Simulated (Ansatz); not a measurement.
# CH₆ClSbSi, SMILES ClC[SiH2][SbH2]: a rigid scan of one bond length

Program: Ansatz 0.2.0 through its Python package.

The script reads `ch6clsbsi.xyz`:
```text
10

Cl   -0.79760   -0.11360    2.09140
C     0.59240   -0.40650    1.09400
Si    0.05370   -0.78080   -0.67520
Sb   -0.87470    1.27090   -1.71880
H     1.26670    0.47430    1.08470
H     1.13410   -1.26090    1.51600
H     1.30270   -1.16580   -1.43070
H    -0.84180   -1.87310   -0.67470
H    -2.03250    1.50280   -0.30790
H     0.28020    2.30160   -0.97580
```

The cells in order, each with its output:

In [1]:
```python
import ansatz as az
import numpy as np
```

In [2]:
```python
ch6clsbsi = az.Crystal.molecule_from_extxyz("ch6clsbsi.xyz")
```

In [3]:
```python
symbols = [site.symbol for site in ch6clsbsi.cartesian_sites]
start = np.array([site.position_ang for site in ch6clsbsi.cartesian_sites])
axis = (start[3] - start[2]) / np.linalg.norm(start[3] - start[2])
moving = [3, 8, 9]
lengths, energies = [2.184, 2.283, 2.383, 2.482, 2.581, 2.681, 2.78, 2.929], []
for length in lengths:
    xyz = start.copy()
    xyz[moving] += (length - np.linalg.norm(start[3] - start[2])) * axis
    point = az.Crystal.molecule()
    for symbol, xyz in zip(symbols, xyz):
        point = point.atom(symbol, xyz.tolist())
    calculation = (
        point.calculation()
        .basis(gaussian="def2-SVP")
        .functional("r2SCAN")
    )
    report = calculation.run(threads=1, pin="off").report
    energies.append(report["free_energy_ev"])
    print(f"r = {length:6.3f} A  E = {energies[-1]:.5f} eV  <S^2> = {abs(report['mean_field']['state']['spin_squared']):.3f}")
```
```text
r =  2.184 A  E = -28064.14685 eV  <S^2> = 0.000
r =  2.283 A  E = -28064.73569 eV  <S^2> = 0.000
r =  2.383 A  E = -28065.08988 eV  <S^2> = 0.000
r =  2.482 A  E = -28065.26844 eV  <S^2> = 0.000
r =  2.581 A  E = -28065.32423 eV  <S^2> = 0.000
r =  2.681 A  E = -28065.29194 eV  <S^2> = 0.000
r =  2.780 A  E = -28065.19860 eV  <S^2> = 0.000
r =  2.929 A  E = -28064.98448 eV  <S^2> = 0.000
```

In [4]:
```python
fit = np.polynomial.Polynomial.fit(lengths, np.array(energies) - min(energies), 4).convert()
roots = [r.real for r in fit.deriv().roots() if abs(r.imag) < 1e-9 and fit.deriv(2)(r.real) > 0]
r_e = min(roots, key=lambda r: abs(r - lengths[int(np.argmin(energies))]))
print(f"minimum of the fit at {r_e:.4f} A, force constant {fit.deriv(2)(r_e):.2f} eV/A^2")
```
```text
minimum of the fit at 2.5877 A, force constant 8.48 eV/A^2
```

These settings explore the input space; basis and method may be short of convergence. The rest of the molecule is held rigid at a force-field or estimated start geometry, and the basis set is modest; single-reference methods fail as a bond breaks. def2 sets replace the cores of elements past krypton by effective core potentials. The orbitals are restricted, so S² is zero by construction. It ran for 60 s on 1 thread of Arm Neoverse V1, with other jobs on the host, peak memory 0.24 GiB.

(Lines on the test bed's own set-up are left out of the output.)
